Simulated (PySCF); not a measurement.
# [Ce(NH3)6]3+: forces at shaken geometries

Aim: move all atoms of relaxed [Ce(NH3)6]3+ at random and read energies and forces. The structure is generated, not taken from experiment.

Method: PBE0, Ce lcecp-1-SVP with ECP47, N def2-SVP, H def2-SVP; scalar-relativistic core potentials, no spin–orbit coupling; program: PySCF 2.14.0.

4 further runs of the same task are left out: 2 for a known fault of the program, 2 that didn't finish.

## Step 1: The system as given

25 atoms, charge 3, spin multiplicity 1.

Bond lengths: Ce1–N2 2.679 Å, Ce1–N6 2.679 Å, Ce1–N10 2.679 Å, Ce1–N14 2.679 Å, Ce1–N18 2.679 Å, Ce1–N22 2.679 Å, N2–H3 1.029 Å, N2–H4 1.029 Å, N2–H5 1.029 Å, N6–H7 1.029 Å, N6–H8 1.029 Å, N6–H9 1.029 Å, N10–H11 1.029 Å, N10–H12 1.029 Å, N10–H13 1.029 Å, N14–H15 1.029 Å, N14–H16 1.029 Å, N14–H17 1.029 Å and more. Angles: N2–Ce1–N6 180.0°, N2–Ce1–N10 89.8°, N2–Ce1–N14 89.7°, N2–Ce1–N18 90.2°, N2–Ce1–N22 90.3°, N6–Ce1–N10 90.2°, N6–Ce1–N14 90.3°, N6–Ce1–N18 89.8°, N6–Ce1–N22 89.7°, N10–Ce1–N14 90.0°, N10–Ce1–N18 180.0°, N10–Ce1–N22 90.0°, N14–Ce1–N18 90.0°, N14–Ce1–N22 180.0°, N18–Ce1–N22 90.0°, Ce1–N2–H3 115.5°, Ce1–N2–H4 115.5°, Ce1–N2–H5 115.5° and more.

As a file:

```
Ce    0.0000    0.0000    0.0000
N     0.0056    0.0082    2.6791
H     0.8112    0.4741    3.1182
H    -0.7975    0.4737    3.1229
H     0.0072   -0.9193    3.1246
N    -0.0056   -0.0082   -2.6791
H     0.7975   -0.4737   -3.1229
H    -0.8112   -0.4741   -3.1182
H    -0.0072    0.9193   -3.1246
N     2.6786   -0.0012    0.0021
H     3.1203   -0.4645    0.8078
H     3.1242   -0.4645   -0.8013
H     3.1191    0.9288    0.0021
N     0.0011    2.6786    0.0072
H     0.4496    3.1180    0.8225
H     0.4792    3.1264   -0.7864
H    -0.9287    3.1190   -0.0073
N    -2.6786    0.0012   -0.0021
H    -3.1242    0.4645    0.8013
H    -3.1203    0.4645   -0.8078
H    -3.1191   -0.9288   -0.0021
N    -0.0011   -2.6786   -0.0072
H    -0.4792   -3.1264    0.7864
H    -0.4496   -3.1180   -0.8225
H     0.9287   -3.1190    0.0073
```

Formal oxidation states: Ce +3. Each metal's 1 4f electrons lie in its core potential, so multiplicities, spins and levels count the valence alone. An earlier session relaxed this geometry at PBE0, Ce lcecp-1-SVP with ECP47, N def2-SVP, H def2-SVP (singlet, point group Ci).

Its energy there is -370.193144 Eh.

## Step 2: Atoms moved at random, σ = 0.1 Å

The input, run.py (the lines that set the calculation):

```python
mol = gto.M(atom='''
Ce    -0.02059     0.12740    -0.07684
N      0.01448     0.03264     2.57698
H      0.82462     0.37949     3.04408
H     -0.69554     0.51590     3.12422
H     -0.06277    -1.09201     3.11854
N      0.01609     0.03929    -2.53299
H      0.99102    -0.62064    -3.13125
H     -0.87801    -0.44601    -3.19767
H     -0.09101     1.05684    -2.92237
N      2.45964     0.08067     0.13404
H      3.24698    -0.55406     0.77770
H      3.06418    -0.32473    -0.94433
H      3.13363     0.85316    -0.03778
N      0.11055     2.72041     0.01629
H      0.66188     3.07948     0.80691
H      0.46753     3.04683    -0.75354
H     -0.96578     3.29016    -0.09700
N     -2.88926    -0.03233     0.01180
H     -3.06472     0.47295     0.84495
H     -3.13482     0.61143    -0.88533
H     -2.92556    -0.83850     0.00236
N     -0.03115    -2.82234    -0.01838
H     -0.46054    -3.16585     0.98993
H     -0.59978    -3.35355    -0.78829
H      0.82894    -3.05665    -0.06204''',
    basis={'Ce': 'lcecp-1-SVP', 'N': 'def2-SVP', 'H': 'def2-SVP'},
    ecp={'Ce': 'lcecp-1-SVP'},
    charge=3, spin=0)
mf = dft.RKS(mol, xc='PBE0')
mf.grids.atom_grid = (50, 194)  # f atoms: unpruned, at least (60, 302)
mf = mf.density_fit()  # fitting sets: Ce AutoAux, N def2-universal-JKFIT, H def2-universal-JKFIT
mf.conv_tol = 1e-08; mf.max_cycle = 55
mf.kernel(dm0)  # dm0: the density of the relaxed state
```

Launch:

```console
$ OMP_NUM_THREADS=4 python run.py
```

Log:

```text
init E= -368.79197550977
  HOMO = -0.886453841922989  LUMO = -0.667965499089155  gap/eV = 5.94537
cycle= 1 E= -369.791330579165  delta_E= -0.999  |g|= 0.549  |ddm|= 1.11
  HOMO = -0.679029601391649  LUMO = -0.439647544040664  gap/eV = 6.51392
cycle= 2 E= -369.707148860233  delta_E= 0.0842  |g|= 0.823  |ddm|= 1.09
  HOMO = -0.710603006013108  LUMO = -0.46450638695249  gap/eV = 6.69663
cycle= 3 E= -369.865043661576  delta_E= -0.158  |g|= 0.0634  |ddm|= 0.652
  HOMO = -0.717622013457397  LUMO = -0.467997593023017  gap/eV = 6.79263
cycle= 4 E= -369.865879013693  delta_E= -0.000835  |g|= 0.0229  |ddm|= 0.0686
  HOMO = -0.714788223547357  LUMO = -0.469370432415114  gap/eV = 6.67816
cycle= 5 E= -369.865988786931  delta_E= -0.00011  |g|= 0.00697  |ddm|= 0.0245
  HOMO = -0.715454918192777  LUMO = -0.469473960297713  gap/eV = 6.69348
cycle= 6 E= -369.86599967332  delta_E= -1.09e-05  |g|= 0.00116  |ddm|= 0.00641
  HOMO = -0.715564891745406  LUMO = -0.469454330796944  gap/eV = 6.69701
cycle= 7 E= -369.865999973691  delta_E= -3e-07  |g|= 0.000459  |ddm|= 0.0015
  HOMO = -0.715536133678448  LUMO = -0.469460830674381  gap/eV = 6.69605
cycle= 8 E= -369.866000016532  delta_E= -4.28e-08  |g|= 0.00016  |ddm|= 0.000439
  HOMO = -0.715544363344973  LUMO = -0.469463175183798  gap/eV = 6.69621
cycle= 9 E= -369.866000022541  delta_E= -6.01e-09  |g|= 3.28e-05  |ddm|= 0.000163
  HOMO = -0.715546818507864  LUMO = -0.469461630397332  gap/eV = 6.69632
Extra cycle  E= -369.866000022267  delta_E= 2.74e-10  |g|= 4.86e-05  |ddm|= 6.51e-05
converged SCF energy = -369.866000022267
```

Run time: 18 s. Hardware: 4 threads of Arm Neoverse V1, shared host.

Read off: E = -369.866000 Eh (+8.902 eV from the relaxed state), HOMO -19.47 eV, LUMO -12.77 eV, Mulliken charge on Ce1 +1.30 e, largest force component 22.030 eV/Å. 

| atom | Fx | Fy | Fz (eV/Å) |
| --- | --- | --- | --- |
| Ce1 | -1.062 | -1.049 | 1.168 |
| N2 | -1.147 | -4.818 | 1.664 |
| H3 | 1.519 | 0.383 | 0.490 |
| H4 | -0.691 | 0.178 | 0.070 |
| H5 | 0.298 | 4.274 | -2.117 |
| N6 | -0.398 | -2.517 | -5.941 |
| H7 | -3.704 | 3.141 | 2.050 |
| H8 | 3.085 | 1.503 | 2.511 |
| H9 | 1.000 | -2.062 | 0.183 |
| N10 | 7.406 | -3.566 | -2.813 |
| H11 | -3.140 | 1.963 | -1.645 |
| H12 | -2.776 | 0.623 | 3.433 |
| H13 | -0.682 | 0.969 | 0.990 |
| N14 | -7.005 | -1.068 | 4.840 |
| H15 | -0.511 | 0.516 | -0.066 |
| H16 | 3.511 | 2.779 | -6.078 |
| H17 | 4.025 | -1.883 | 1.244 |
| N18 | 3.394 | 22.030 | -3.481 |
| H19 | -1.009 | 0.184 | 1.101 |
| H20 | 0.009 | -2.762 | 2.885 |
| H21 | -2.169 | -19.412 | -0.503 |
| N22 | -11.229 | 1.757 | 1.913 |
| H23 | 1.525 | 0.745 | -3.441 |
| H24 | 1.427 | 1.007 | 1.894 |
| H25 | 8.323 | -2.918 | -0.352 |

## Step 3: Atoms moved at random, σ = 0.1 Å

The input, run.py (the lines that set the calculation):

```python
mol = gto.M(atom='''
Ce     0.14631     0.08717    -0.06338
N      0.07721    -0.03893     2.84914
H      0.81135     0.37590     2.91276
H     -0.58540     0.61666     2.99619
H      0.03018    -0.98917     3.01781
N     -0.01503    -0.02323    -2.47081
H      0.85727    -0.39709    -2.99512
H     -0.81163    -0.47817    -3.25573
H     -0.06737     0.89461    -3.15900
N      2.45553    -0.00601     0.04081
H      3.03741    -0.49132     0.74579
H      3.13253    -0.54893    -0.92783
H      3.11244     0.92852     0.09014
N     -0.17507     2.97926     0.11323
H      0.38178     3.13707     0.87942
H      0.42380     3.07014    -0.64407
H     -0.92336     3.16561     0.05095
N     -2.68194    -0.15417    -0.00774
H     -3.06687     0.48300     0.78635
H     -2.95416     0.57149    -0.93255
H     -3.17777    -1.14663     0.22513
N      0.03727    -2.57321    -0.07621
H     -0.57339    -3.19313     0.72417
H     -0.34627    -3.09255    -0.97451
H      0.87518    -3.17689     0.07507''',
    basis={'Ce': 'lcecp-1-SVP', 'N': 'def2-SVP', 'H': 'def2-SVP'},
    ecp={'Ce': 'lcecp-1-SVP'},
    charge=3, spin=0)
mf = dft.RKS(mol, xc='PBE0')
mf.grids.atom_grid = (50, 194)  # f atoms: unpruned, at least (60, 302)
mf = mf.density_fit()  # fitting sets: Ce AutoAux, N def2-universal-JKFIT, H def2-universal-JKFIT
mf.conv_tol = 1e-08; mf.max_cycle = 55
mf.kernel(dm0)  # dm0: the density of the relaxed state
```

Launch:

```console
$ OMP_NUM_THREADS=4 python run.py
```

Log:

```text
init E= -369.017026961936
  HOMO = -0.843362561243109  LUMO = -0.651076648582807  gap/eV = 5.23237
cycle= 1 E= -369.775693189901  delta_E= -0.759  |g|= 0.503  |ddm|= 1.23
  HOMO = -0.639736757813365  LUMO = -0.444777684768596  gap/eV = 5.30511
cycle= 2 E= -369.710339624405  delta_E= 0.0654  |g|= 0.752  |ddm|= 1.05
  HOMO = -0.71265956727959  LUMO = -0.469762491004101  gap/eV = 6.60957
cycle= 3 E= -369.839516345128  delta_E= -0.129  |g|= 0.0346  |ddm|= 0.594
  HOMO = -0.715914180507047  LUMO = -0.475029577754212  gap/eV = 6.55480
cycle= 4 E= -369.839773208527  delta_E= -0.000257  |g|= 0.0113  |ddm|= 0.0466
  HOMO = -0.7139553029455  LUMO = -0.475487930011364  gap/eV = 6.48903
cycle= 5 E= -369.839796389613  delta_E= -2.32e-05  |g|= 0.00527  |ddm|= 0.0137
  HOMO = -0.714747818496751  LUMO = -0.475366463535419  gap/eV = 6.51390
cycle= 6 E= -369.839802409208  delta_E= -6.02e-06  |g|= 0.000925  |ddm|= 0.00531
  HOMO = -0.714754257047866  LUMO = -0.475406593038116  gap/eV = 6.51298
cycle= 7 E= -369.839802601674  delta_E= -1.92e-07  |g|= 0.000376  |ddm|= 0.00126
  HOMO = -0.714733918193857  LUMO = -0.475413630764635  gap/eV = 6.51224
cycle= 8 E= -369.839802631965  delta_E= -3.03e-08  |g|= 0.000108  |ddm|= 0.00036
  HOMO = -0.714744801242242  LUMO = -0.475408506890175  gap/eV = 6.51267
cycle= 9 E= -369.839802634765  delta_E= -2.8e-09  |g|= 1.38e-05  |ddm|= 0.000114
  HOMO = -0.714742011241985  LUMO = -0.475409362130427  gap/eV = 6.51257
Extra cycle  E= -369.839802634771  delta_E= -5.57e-12  |g|= 1.56e-05  |ddm|= 3e-05
converged SCF energy = -369.839802634771
```

Wall time 17 s (4 threads of Arm Neoverse V1, shared host).

Result: E = -369.839803 Eh (+9.615 eV from the relaxed state), HOMO -19.45 eV, LUMO -12.94 eV, Mulliken charge on Ce1 +1.27 e, largest force component 24.473 eV/Å. 

| atom | Fx | Fy | Fz (eV/Å) |
| --- | --- | --- | --- |
| Ce1 | -3.537 | -0.139 | 1.585 |
| N2 | -8.115 | -5.399 | -5.241 |
| H3 | 12.503 | 5.794 | 1.986 |
| H4 | -3.830 | 1.816 | 1.577 |
| H5 | -0.495 | -2.115 | 1.451 |
| N6 | -1.369 | 0.765 | -8.344 |
| H7 | -1.199 | 0.166 | 1.136 |
| H8 | 2.302 | 0.728 | 3.251 |
| H9 | 0.289 | -1.653 | 2.504 |
| N10 | 8.045 | 0.363 | -3.215 |
| H11 | -0.512 | -0.424 | 0.473 |
| H12 | -2.728 | 2.030 | 3.290 |
| H13 | -2.052 | -2.067 | -0.382 |
| N14 | 23.165 | -10.001 | 1.174 |
| H15 | 0.748 | 1.401 | 2.853 |
| H16 | 0.764 | 1.204 | -2.322 |
| H17 | -24.473 | 7.165 | -1.774 |
| N18 | -1.067 | 2.215 | 0.086 |
| H19 | 0.655 | -1.400 | -1.396 |
| H20 | 0.014 | -3.750 | 3.071 |
| H21 | 0.823 | 3.133 | -1.768 |
| N22 | -2.265 | -4.449 | 0.937 |
| H23 | 1.498 | 2.476 | -2.530 |
| H24 | 0.673 | 1.425 | 1.862 |
| H25 | 0.164 | 0.717 | -0.266 |

## Step 4: Atoms moved at random, σ = 0.03 Å

The input, run.py (the lines that set the calculation):

```python
mol = gto.M(atom='''
Ce    -0.03157    -0.00385     0.05488
N      0.05042    -0.00049     2.64128
H      0.78620     0.45864     3.13756
H     -0.78998     0.42850     3.12578
H      0.01533    -0.93079     3.11352
N     -0.05067     0.00781    -2.70135
H      0.81009    -0.48878    -3.12071
H     -0.83580    -0.45867    -3.10256
H      0.01768     0.90959    -3.06849
N      2.69855    -0.03436    -0.04242
H      3.11697    -0.44257     0.75220
H      3.16010    -0.41434    -0.83094
H      3.16414     0.92901     0.00606
N     -0.02125     2.66338     0.06265
H      0.43120     3.13366     0.77444
H      0.51822     3.23605    -0.83891
H     -0.93922     3.14646    -0.01292
N     -2.67932    -0.04035     0.02379
H     -3.19548     0.43461     0.82936
H     -3.15029     0.44347    -0.77455
H     -3.16115    -0.88112    -0.01304
N      0.02550    -2.68585     0.03158
H     -0.44497    -3.15214     0.82354
H     -0.45829    -3.13884    -0.85618
H      0.96358    -3.11904    -0.01457''',
    basis={'Ce': 'lcecp-1-SVP', 'N': 'def2-SVP', 'H': 'def2-SVP'},
    ecp={'Ce': 'lcecp-1-SVP'},
    charge=3, spin=0)
mf = dft.RKS(mol, xc='PBE0')
mf.grids.atom_grid = (50, 194)  # f atoms: unpruned, at least (60, 302)
mf = mf.density_fit()  # fitting sets: Ce AutoAux, N def2-universal-JKFIT, H def2-universal-JKFIT
mf.conv_tol = 1e-08; mf.max_cycle = 55
mf.kernel(dm0)  # dm0: the density of the relaxed state
```

Launch:

```console
$ OMP_NUM_THREADS=4 python run.py
```

Log:

```text
init E= -370.036372107007
  HOMO = -0.77420445465541  LUMO = -0.487477229888102  gap/eV = 7.80225
cycle= 1 E= -370.146053990647  delta_E= -0.11  |g|= 0.105  |ddm|= 0.323
  HOMO = -0.75054583705196  LUMO = -0.464731374068512  gap/eV = 7.77741
cycle= 2 E= -370.146133492716  delta_E= -7.95e-05  |g|= 0.112  |ddm|= 0.18
  HOMO = -0.756169005529767  LUMO = -0.466093466410076  gap/eV = 7.89336
cycle= 3 E= -370.14880476633  delta_E= -0.00267  |g|= 0.0193  |ddm|= 0.0934
  HOMO = -0.756585762764058  LUMO = -0.466501100571869  gap/eV = 7.89361
cycle= 4 E= -370.14888800426  delta_E= -8.32e-05  |g|= 0.00227  |ddm|= 0.0164
  HOMO = -0.756483509188021  LUMO = -0.466593474122558  gap/eV = 7.88831
cycle= 5 E= -370.148889075039  delta_E= -1.07e-06  |g|= 0.00105  |ddm|= 0.00291
  HOMO = -0.7565342334851  LUMO = -0.466591092383403  gap/eV = 7.88975
cycle= 6 E= -370.148889312063  delta_E= -2.37e-07  |g|= 0.000304  |ddm|= 0.00104
  HOMO = -0.756537699849782  LUMO = -0.466589981347003  gap/eV = 7.88988
cycle= 7 E= -370.148889333052  delta_E= -2.1e-08  |g|= 4.3e-05  |ddm|= 0.000298
  HOMO = -0.756536570038625  LUMO = -0.466590645101189  gap/eV = 7.88983
cycle= 8 E= -370.148889333581  delta_E= -5.29e-10  |g|= 7.27e-06  |ddm|= 5.65e-05
  HOMO = -0.756537825809868  LUMO = -0.466590211903599  gap/eV = 7.88988
Extra cycle  E= -370.148889333582  delta_E= -9.09e-13  |g|= 7.44e-06  |ddm|= 1.26e-05
converged SCF energy = -370.148889333582
```

It took 25 s on 4 threads of Arm Neoverse V1, shared host.

Result: E = -370.148889 Eh (+1.204 eV from the relaxed state), HOMO -20.59 eV, LUMO -12.70 eV, Mulliken charge on Ce1 +1.43 e, largest force component 5.854 eV/Å. 

| atom | Fx | Fy | Fz (eV/Å) |
| --- | --- | --- | --- |
| Ce1 | 0.319 | -0.055 | -0.651 |
| N2 | -2.299 | -0.713 | 0.965 |
| H3 | 1.251 | 0.632 | 0.531 |
| H4 | 0.749 | -0.218 | -0.717 |
| H5 | 0.280 | 0.297 | -0.402 |
| N6 | 2.757 | -2.633 | 1.571 |
| H7 | -1.587 | 0.771 | 0.636 |
| H8 | -1.000 | -0.369 | -0.804 |
| H9 | -0.164 | 2.228 | -1.184 |
| N10 | -0.984 | 3.419 | 0.134 |
| H11 | 0.850 | -1.239 | 1.457 |
| H12 | 0.794 | -0.997 | -1.355 |
| H13 | -0.868 | -1.171 | -0.181 |
| N14 | 0.148 | 1.021 | -5.854 |
| H15 | 1.356 | 1.451 | 2.736 |
| H16 | -1.796 | -2.224 | 2.888 |
| H17 | 0.279 | -0.280 | 0.247 |
| N18 | -0.279 | 3.597 | 0.573 |
| H19 | 0.873 | -0.555 | -0.873 |
| H20 | 0.540 | -0.065 | 0.281 |
| H21 | -1.202 | -2.964 | 0.012 |
| N22 | -0.976 | -0.947 | -2.144 |
| H23 | 0.151 | -0.060 | -0.200 |
| H24 | 1.027 | 1.013 | 2.151 |
| H25 | -0.220 | 0.059 | 0.184 |

## Step 5: Results

| σ (Å) | energy rise (eV) | harmonic estimate −½ F·u (eV) | largest force component (eV/Å) |
| --- | --- | --- | --- |
| 0.1 | 8.902 | 7.842 | 22.03 |
| 0.1 | 9.615 | 9.345 | 24.47 |
| 0.03 | 1.204 | 1.127 | 5.85 |

Every displacement raises the energy. For a harmonic well the rise equals −½ F·u; the two differ by at most 12 % here (a move with σ = 0.1 Å), from anharmonicity, the grid and the small forces left at the relaxed point. The bases are small and lack diffuse functions. Spin–orbit coupling is left out.
